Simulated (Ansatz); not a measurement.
# Gd (Gadolinium): the cost of one run

Computed with the Python package of Ansatz 0.2.0. Level of theory: DFT PBE, plane waves, PAW.

## (1) The structure

The structure is hexagonal, space group P6_3/mmc (No. 194). Conventional cell: a = 3.636 Å, b = 3.636 Å, c = 5.783 Å, α = 90.00°, β = 90.00°, γ = 120.00°. Gd (site symmetry -6m2) has 12 Gd at 3.57 to 3.64 Å as nearest neighbours.

No structure file is read: the coordinates are typed or built in the script.

## (2) The script

orders.py reads:

```python
"""Magnetic orders of Gd compared."""

import warnings

import ansatz
import numpy as np


def count_gap(report):
    # lowest empty less highest filled band, counting bands; zero where they overlap
    return max(report.get("gap_by_band_count_ev") or 0.0, 0.0)

CELL = [
    (3.636, 0.0, 0.0),
    (-1.818, 3.14886837, 0.0),
    (0.0, 0.0, 5.7826),
]
ATOMS = [
    ("Gd", (1 / 3, 2 / 3, 0.25)),
    ("Gd", (2 / 3, 1 / 3, 0.75)),
]


def with_moments(moments):
    crystal = ansatz.Crystal(lattice=ansatz.Lattice.of(CELL))
    for (symbol, position), moment in zip(ATOMS, moments):
        crystal = crystal.atom(symbol, position, moment=moment or None)
    return crystal

warnings.simplefilter("ignore", ansatz.DeckWarning)

# starting moments in muB, one an atom
orders = {
    "FM": [7, 7],
    "AFM": [7, -7],
}

rows = []
for label, moments in orders.items():
    job = (
        with_moments(moments).calculation()
        .occupations("fermi_dirac", width=150 * ansatz.meV)
        .kpoints(spacing=0.24)
        .spin("collinear")
        .band_table()
    )
    r = job.run(threads=1).report
    rows.append((label, r["free_energy_ev"], r["magnetization_mub"], r["absolute_magnetization_mub"], max(abs(m) for m in r["site_moments_mub"]), count_gap(r)))
    print(label, "site moments:", [round(m, 2) for m in r["site_moments_mub"]])

# the same cell with no spin polarisation
plain = with_moments([0] * len(ATOMS)).calculation()
plain = plain.occupations("fermi_dirac", width=150 * ansatz.meV)
plain = plain.kpoints(spacing=0.24).band_table()
r = plain.run(threads=1).report
rows.append(("NM", r["free_energy_ev"], 0.0, 0.0, 0.0, count_gap(r)))

lowest = min(row[1] for row in rows)
rows = [(row[0], 1000 * (row[1] - lowest) / 2, *row[2:]) for row in sorted(rows, key=lambda row: row[1])]
lines = [",".join(["order", "meV/magnetic atom", "net muB", "absolute muB", "largest site muB", "gap by band count eV"])] + [",".join(f"{v:.4f}" if isinstance(v, float) else str(v) for v in row) for row in rows]
print("\n".join(lines))
with open("orders.csv", "w") as handle:
    handle.write("\n".join(lines) + "\n")
print("lowest of these starts:", rows[0][0])
```

## (3) What the engine is handed

The package turns the script's settings into the engine's input (first run):

```yaml
crystal:
  lattice:
    - [3.636, 0.0, 0.0]
    - [-1.818, 3.14886837, 0.0]
    - [0.0, 0.0, 5.7826]
  atoms:
    - { symbol: Gd, position: [0.3333333333333333, 0.6666666666666666, 0.25], spin: 7.0 }
    - { symbol: Gd, position: [0.6666666666666666, 0.3333333333333333, 0.75], spin: 7.0 }
kpoints:
  mp_grid:
    kspacing: 0.24
magnetization:
  spin_polarized: true
scf:
  occupations:
    method: fermi_dirac
    width: 0.15
output:
  eigenvalues: true
```

## (4) Launch

Started as:

```
$ python orders.py
```

**Question.** How long does this script take on 1 thread of Arm Neoverse V2, shared host, and how much memory does it need?

About 36 s, with a peak of 0.52 GiB.
